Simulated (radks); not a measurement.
# Excited configurations of Tc³⁺

How tightly is the outer electron of Tc³⁺ held in higher orbitals? Ground state, ion and excited configurations are run in turn.

The numbers are computed with radks (a radial shooting solver on a logarithmic mesh, Libxc functionals) version 1 (Dirac Kohn-Sham, PBE, spin-unpolarised, spherical densities, finite nucleus; open shells fill j = l - 1/2 first), except any that are marked as measured or tabulated.

## Step 1: What is computed

```
element            : technetium (Z = 43)
charge             : +3
electrons          : 40
configuration      : [Kr] 4d4
nuclear rms radius : 4.4112 fm
```

## Step 2: Ground configuration: [Kr] 4d4

Input:

```text
Z 43
configuration [Kr] 4d4
relativity Dirac
functional pbe,pbe
spin unpolarised
j_filling energy
nucleus finite rms 4.4112 fm
c 137.035999084
```

Launch:

```console
> python run_ks.py task.json out
```

The same process makes all the runs of this session.

## Step 3: The ion: [Kr] 4d3

Settings, as their differences from step 2:

```diff
@@ -1,3 +1,3 @@
 Z 43
-configuration [Kr] 4d4
+configuration [Kr] 4d3
 relativity Dirac
```

## Step 4: Outer electron in 4f: [Kr] 4d3 4f1

Settings, as their differences from step 3:

```diff
@@ -1,3 +1,3 @@
 Z 43
-configuration [Kr] 4d3
+configuration [Kr] 4d3 4f1
 relativity Dirac
```

## Step 5: Outer electron in 5s: [Kr] 4d3 5s1

Settings, as their differences from step 4:

```diff
@@ -1,3 +1,3 @@
 Z 43
-configuration [Kr] 4d3 4f1
+configuration [Kr] 4d3 5s1
 relativity Dirac
```

## Step 6: Outer electron in 5d: [Kr] 4d3 5d1

Settings, as their differences from step 5:

```diff
@@ -1,3 +1,3 @@
 Z 43
-configuration [Kr] 4d3 5s1
+configuration [Kr] 4d3 5d1
 relativity Dirac
```

## Step 7: Outer electron in 6s: [Kr] 4d3 6s1

Settings, as their differences from step 6:

```diff
@@ -1,3 +1,3 @@
 Z 43
-configuration [Kr] 4d3 5d1
+configuration [Kr] 4d3 6s1
 relativity Dirac
```

## Step 8: Outer electron in 6p: [Kr] 4d3 6p1

Settings, as their differences from step 7:

```diff
@@ -1,3 +1,3 @@
 Z 43
-configuration [Kr] 4d3 6s1
+configuration [Kr] 4d3 6p1
 relativity Dirac
```

## Step 9: Outer electron in 7s: [Kr] 4d3 7s1

Settings, as their differences from step 8:

```diff
@@ -1,3 +1,3 @@
 Z 43
-configuration [Kr] 4d3 6p1
+configuration [Kr] 4d3 7s1
 relativity Dirac
```

## Step 10: Outer electron in 7p: [Kr] 4d3 7p1

Settings, as their differences from step 9:

```diff
@@ -1,3 +1,3 @@
 Z 43
-configuration [Kr] 4d3 7s1
+configuration [Kr] 4d3 7p1
 relativity Dirac
```

Q: Predict the outcome of this session. Wanted: for each run, outer orbital; excitation; binding; n*; quantum defect; <r>.

The runs gave:

```tsv
outer orbital	excitation (eV)	binding (eV)	n*	quantum defect	<r> (bohr)
4f	26.910	15.254	3.778	0.222	3.600
5s	8.441	33.723	2.541	2.459	2.553
5d	24.056	18.108	3.467	1.533	3.925
6s	24.926	17.238	3.554	2.446	4.873
6p	27.290	14.875	3.826	2.174	5.427
7s	31.564	10.600	4.532	2.468	7.878
7p	32.744	9.420	4.807	2.193	8.643
```

In words: Binding is E(ion) − E, and n* = 4/√(2·binding) in atomic units. The Δ-SCF energy to the ion that was run is 42.164 eV (NIST's first ionisation energy, to the ion's ground state: 41 eV, theoretical). Mean quantum defects: f 0.22, s 2.46, d 1.53, p 2.18. They fall with l, since high-l orbitals stay out of the core. Self-interaction in the functional shifts them, so they are the method's values and not measured ones. Spin polarisation and multiplet splitting are left out, so open shells lie too high by an amount that depends on their filling.
